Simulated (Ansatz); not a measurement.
# C2H4AlCl: the cost of one run

Program: Ansatz 0.2.0, driven from Python. Level of theory: CAM-B3LYP/6-31G*. These are calculated values, not measurements.

### Step 1. Starting point

Bond lengths: Al1–C2 1.922 Å, C2–C3 1.331 Å, C3–Cl4 1.776 Å, Al1–H5 1.629 Å, Al1–H6 1.633 Å, C2–H7 1.098 Å, C3–H8 1.058 Å. Angles: Al1–C2–C3 121.2°, Al1–C2–H7 117.8°, C3–C2–H7 121.0°, C2–Al1–H5 121.3°, C2–Al1–H6 121.8°, H5–Al1–H6 116.8°, C2–C3–Cl4 118.3°, C2–C3–H8 120.3°, Cl4–C3–H8 120.8°.

The script holds or builds the structure itself.

### Step 2. The code

Contents of bde.py:

```python
from dataclasses import dataclass

import ansatz as az


@dataclass
class Settings:
    basis_set: str = "6-31G*"
    functional: str = "CAM-B3LYP"


cfg = Settings()


def single_point(molecule, charge=0, unpaired=0):
    calc = molecule.calculation().basis(gaussian=cfg.basis_set).functional(cfg.functional).accuracy("medium")
    if charge:
        calc = calc.charge(charge)
    if unpaired:
        calc = calc.spin("collinear", total=unpaired)
    return calc.run(threads=1).report["free_energy_ev"]

GEOMETRY = """
Al   -0.11800    1.50100   -0.19410
C     0.31180   -0.36050   -0.40660
C    -0.11530   -1.27020    0.46650
Cl    0.43610   -2.94730    0.27230
H     0.33040    2.60470   -1.30470
H    -1.05110    2.03270    1.03610
H     0.94440   -0.64570   -1.25700
H    -0.64630   -0.97180    1.33160
"""

def without(molecule, index):
    rest = az.Crystal.molecule()
    for i, site in enumerate(molecule.cartesian_sites):
        if i != index:
            rest = rest.atom(site.symbol, site.position_ang)
    return rest

mol = az.Crystal.molecule()
for line in GEOMETRY.strip().splitlines():
    symbol, *xyz = line.split()
    mol = mol.atom(symbol, [float(v) for v in xyz])

whole = single_point(mol, 0)
hydrogen = single_point(az.Crystal.molecule().atom("H", (0, 0, 0)), 0, 1)
print(f"E(molecule) = {whole:.5f} eV, E(H) = {hydrogen:.5f} eV")
for index in [5, 6, 7]:
    radical = single_point(without(mol, index), 0, 1)
    print(f"H{index}: homolysis {96.485332 * (radical + hydrogen - whole):.1f} kJ/mol")
```

### Step 3. The input behind the calls

The engine receives this input (first run):

```yaml
crystal:
  periodic: [false, false, false]
  atoms:
    - { symbol: Al, position_ang: [-0.118, 1.501, -0.1941] }
    - { symbol: C, position_ang: [0.3118, -0.3605, -0.4066] }
    - { symbol: C, position_ang: [-0.1153, -1.2702, 0.4665] }
    - { symbol: Cl, position_ang: [0.4361, -2.9473, 0.2723] }
    - { symbol: H, position_ang: [0.3304, 2.6047, -1.3047] }
    - { symbol: H, position_ang: [-1.0511, 2.0327, 1.0361] }
    - { symbol: H, position_ang: [0.9444, -0.6457, -1.257] }
    - { symbol: H, position_ang: [-0.6463, -0.9718, 1.3316] }
accuracy: medium
basis:
  gaussian:
    orbitals: "6-31G*"
hamiltonian:
  xc: cam_b3lyp
```

### Step 4. Running it

Run with:

```console
$ python bde.py
```

**Question.** How long does this script take on 1 thread of Arm Neoverse V2, shared host, and how much memory does it need?

About 18 s, with a peak of 0.26 GiB.
